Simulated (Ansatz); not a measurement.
# CH6AlBSe: the cost of one run

Computed with Ansatz 0.2.0, driven from Python. Level of theory: PBE/def2-TZVP.

## 1. The system

Bond lengths: B1–Se2 1.972 Å, Se2–Al3 2.389 Å, Al3–C4 1.949 Å, B1–H5 1.203 Å, B1–H6 1.214 Å, Al3–H7 1.621 Å, C4–H8 1.145 Å, C4–H9 1.135 Å, C4–H10 1.101 Å. Angles: B1–Se2–Al3 87.9°, Se2–B1–H5 122.4°, Se2–B1–H6 120.2°, H5–B1–H6 117.0°, Se2–Al3–C4 121.0°, Se2–Al3–H7 119.9°, C4–Al3–H7 118.9°, Al3–C4–H8 106.4°, Al3–C4–H9 114.0°, Al3–C4–H10 113.7°, H8–C4–H9 105.5°, H8–C4–H10 106.2°, H9–C4–H10 110.4°.

The script holds or builds the structure itself.

## 2. The script

Input file ch6albse_tae.py:

```python
"""Atomisation energy of CH6AlBSe at the given geometry."""

from collections import Counter

import ansatz


def single_point(molecule, charge=0, unpaired=0):
    calc = molecule.calculation().basis(gaussian="def2-TZVP").functional("PBE")
    if charge:
        calc = calc.charge(charge)
    if unpaired:
        calc = calc.spin("collinear", total=unpaired)
    return calc.run().report["free_energy_ev"]

molecule = (
    ansatz.Crystal.molecule()
    .atom("B", (-0.9393, 1.5995, -1.4863))
    .atom("Se", (0.6148, 2.0745, -0.3688))
    .atom("Al", (1.0063, -0.2638, -0.0715))
    .atom("C", (0.2409, -1.2242, 1.4423))
    .atom("H", (-0.866, 1.4953, -2.6821))
    .atom("H", (-2.0459, 1.523, -0.9928))
    .atom("H", (2.0137, -1.0488, -1.0704))
    .atom("H", (-0.8965, -1.1392, 1.3371))
    .atom("H", (0.4865, -0.7662, 2.4508))
    .atom("H", (0.4687, -2.3013, 1.4445))
)

# unpaired electrons of the ground-state atoms
unpaired = {"B": 1, "Se": 2, "Al": 1, "C": 2, "H": 1}
counts = Counter(site.symbol for site in molecule.cartesian_sites)
atom_energy = {s: single_point(ansatz.Crystal.molecule().atom(s, (0, 0, 0)), 0, unpaired[s]) for s in counts}
whole = single_point(molecule, 0, 0)
for s, e in atom_energy.items():
    print(f"{s:2s} x{counts[s]}  {e:14.5f} eV")
print(f"CH6AlBSe: {whole:.5f} eV")
split = sum(counts[s] * e for s, e in atom_energy.items()) - whole
print(f"atomisation energy (no zero-point term): {23.060548 * split:.1f} kcal/mol, {split / sum(counts.values()):.3f} eV an atom")
```

## 3. The input behind the calls

The package turns the script's settings into the engine's input (first run):

```yaml
crystal:
  periodic: [false, false, false]
  atoms:
    - { symbol: B, position_ang: [0.0, 0.0, 0.0] }
basis:
  gaussian:
    orbitals: def2-TZVP
hamiltonian:
  xc: pbe
magnetization:
  spin_polarized: true
  initial_magnetization: 1.0
```

## 4. The run

The run is started by

```console
$ python ch6albse_tae.py
```

**Question.** How long does this script take on 1 thread of Arm Neoverse V2, shared host, and how much memory does it need?

About 7.6 s, with a peak of 0.28 GiB.
